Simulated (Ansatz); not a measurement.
# Alloy of AlP and GaP (26 of 32 Al sites exchanged), 64 atoms

Aim: relax the alloy cell and compare the gap by PBEsol, HSE06 and r²SCAN.

Program: Ansatz 0.2.0, PAW, plane waves. These are calculated values, not measurements.

## 1. Starting point

64 atoms (26 Ga, 6 Al, 32 P); a = 10.889 Å, b = 10.889 Å, c = 10.889 Å, α = 90.00°, β = 90.00°, γ = 90.00°. All atoms were shaken off their sites by about 0.02 Å along each axis; atoms next to an added one may be pushed further to make room.

Plan of the steps: (2) PBEsol cell relaxation at the single k point (¼, ¼, ¼), on 1 × NVIDIA GB300 Max-Q with 8 threads of Arm Neoverse-V2; (3) HSE06 single point at the Γ point alone, on 1 × NVIDIA GB300 Max-Q with 8 threads of Arm Neoverse-V2; (4) r²SCAN single point at the Γ point alone, on 1 × NVIDIA GB300 Max-Q with 8 threads of Arm Neoverse-V2.

## 2. PBEsol relaxation of the cell and the positions

in.yaml reads:

```yaml
crystal:
  lattice:
    - [10.888950, 0.000000, 0.000000]
    - [0.000000, 10.888950, 0.000000]
    - [0.000000, 0.000000, 10.888950]
  atoms:
    - { symbol: Ga, position: [0.999589, 0.999523, 0.000382] }
    - { symbol: Ga, position: [0.000286, 0.999772, 0.501817] }
    - { symbol: Ga, position: [0.997596, 0.497775, 0.001503] }
    - { symbol: Ga, position: [0.999095, 0.501835, 0.501382] }
    - { symbol: Ga, position: [0.499238, 0.998699, 0.000330] }
    - { symbol: Ga, position: [0.499752, 0.999278, 0.500957] }
    - { symbol: Ga, position: [0.248528, 0.251932, 0.998349] }
    - { symbol: Ga, position: [0.248571, 0.252520, 0.499387] }
    - { symbol: Ga, position: [0.250720, 0.750294, 0.502315] }
    - { symbol: Ga, position: [0.751049, 0.246150, 0.000889] }
    - { symbol: Ga, position: [0.748844, 0.249947, 0.500708] }
    - { symbol: Ga, position: [0.751427, 0.750782, 0.999517] }
    - { symbol: Ga, position: [0.749729, 0.751370, 0.497184] }
    - { symbol: Ga, position: [0.248128, 0.000090, 0.748302] }
    - { symbol: Ga, position: [0.250631, 0.498686, 0.248602] }
    - { symbol: Ga, position: [0.250590, 0.499170, 0.750215] }
    - { symbol: Ga, position: [0.751249, 0.001556, 0.251059] }
    - { symbol: Ga, position: [0.747737, 0.000396, 0.748457] }
    - { symbol: Ga, position: [0.747199, 0.501283, 0.250946] }
    - { symbol: Ga, position: [0.749376, 0.500387, 0.751934] }
    - { symbol: Ga, position: [0.997989, 0.752168, 0.250217] }
    - { symbol: Ga, position: [0.999085, 0.746231, 0.750326] }
    - { symbol: Ga, position: [0.499089, 0.249573, 0.249586] }
    - { symbol: Ga, position: [0.497672, 0.252208, 0.748537] }
    - { symbol: Ga, position: [0.499055, 0.749429, 0.251079] }
    - { symbol: Ga, position: [0.500243, 0.748757, 0.749833] }
    - { symbol: Al, position: [0.500199, 0.503858, 0.000837] }
    - { symbol: Al, position: [0.496997, 0.499881, 0.499816] }
    - { symbol: Al, position: [0.250552, 0.748766, 0.999674] }
    - { symbol: Al, position: [0.252398, 0.004993, 0.249284] }
    - { symbol: Al, position: [0.998688, 0.248292, 0.251344] }
    - { symbol: Al, position: [0.997281, 0.253313, 0.751688] }
    - { symbol: P, position: [0.124738, 0.129506, 0.126340] }
    - { symbol: P, position: [0.123156, 0.123370, 0.625249] }
    - { symbol: P, position: [0.123528, 0.624065, 0.125620] }
    - { symbol: P, position: [0.123285, 0.623524, 0.625514] }
    - { symbol: P, position: [0.625186, 0.123570, 0.120476] }
    - { symbol: P, position: [0.626298, 0.126071, 0.621464] }
    - { symbol: P, position: [0.626781, 0.621898, 0.126506] }
    - { symbol: P, position: [0.622917, 0.626937, 0.625656] }
    - { symbol: P, position: [0.375851, 0.375119, 0.123212] }
    - { symbol: P, position: [0.375695, 0.371446, 0.620665] }
    - { symbol: P, position: [0.374827, 0.876185, 0.126697] }
    - { symbol: P, position: [0.377902, 0.875698, 0.625677] }
    - { symbol: P, position: [0.877004, 0.377879, 0.123382] }
    - { symbol: P, position: [0.873152, 0.374066, 0.624734] }
    - { symbol: P, position: [0.875594, 0.877239, 0.124285] }
    - { symbol: P, position: [0.876943, 0.872186, 0.625494] }
    - { symbol: P, position: [0.374077, 0.124671, 0.377641] }
    - { symbol: P, position: [0.377096, 0.125908, 0.875362] }
    - { symbol: P, position: [0.378793, 0.622680, 0.374526] }
    - { symbol: P, position: [0.376008, 0.626839, 0.876337] }
    - { symbol: P, position: [0.875357, 0.124329, 0.377225] }
    - { symbol: P, position: [0.874461, 0.122087, 0.875554] }
    - { symbol: P, position: [0.871639, 0.624475, 0.374476] }
    - { symbol: P, position: [0.874179, 0.624706, 0.873265] }
    - { symbol: P, position: [0.126136, 0.374960, 0.375230] }
    - { symbol: P, position: [0.122498, 0.373392, 0.878031] }
    - { symbol: P, position: [0.122913, 0.874994, 0.372041] }
    - { symbol: P, position: [0.123201, 0.876231, 0.874233] }
    - { symbol: P, position: [0.624952, 0.376935, 0.374363] }
    - { symbol: P, position: [0.623708, 0.374419, 0.874626] }
    - { symbol: P, position: [0.625894, 0.873533, 0.374071] }
    - { symbol: P, position: [0.627018, 0.875223, 0.873955] }
  symmetry: { detect: false }
kpoints:
  mp_grid: { grid: [1, 1, 1], shift: [0.25, 0.25, 0.25] }
hamiltonian:
  xc: pbesol
scf:
  occupations: { method: fermi_dirac, width: 0.01 }
relax:
  f_tol: 0.03
  max_steps: 80
  escape_saddle: false
  adjacent_minimum: "off"
  cell: { fix: [shape] }
output:
  forces: true
  eigenvalues: true
  populations: true
```

The run is started by

```
$ ansatz run in.yaml --threads 8 --pin off --max-ram 118750MiB --runs-dir r --events-out ev --progress --plain --backend cuda --devices 0,
```

After this run come: Single point with HSE06; r²SCAN on the same atoms.

Before running it: what results should come out? Wanted: for each run, top filled to lowest empty.

The runs gave:

```
             level         time   k points  top filled to lowest empty (eV)
PBEsol, relaxation  6.2 s (GPU)  (¼, ¼, ¼)                             1.98
             HSE06   24 s (GPU)          Γ                             2.28
            r²SCAN  4.5 s (GPU)          Γ                             1.86
```

```
     quantity                                                                         value
   relaxation                                              4 recorded steps, 0.40 eV gained
largest shift                                                0.07 Å (Al30 and others alike)
 relaxed cell  a = 10.891 Å, b = 10.891 Å, c = 10.891 Å, α = 90.00°, β = 90.00°, γ = 90.00°
   mean bonds                                                      Al–P 2.363, Ga–P 2.357 Å
```

Relaxation gains 0.40 eV, with shifts up to 0.07 Å (Al30 and others alike), while the volume changes by +0.1 %. Part of this undoes the random shake of the start. The mean lengths differ by only 0.01 Å, over all coordinations together. At the same k points, r²SCAN gives a spacing 0.41 eV smaller than the 2.28 eV of HSE06. Rows on different k points differ by sampling as well as by level. The HSE06 single point took about 5.3 times as long as the r²SCAN one on the same kind of device. With one k point the spacing samples only the states that fold onto it, so it can exceed the gap over the zone.
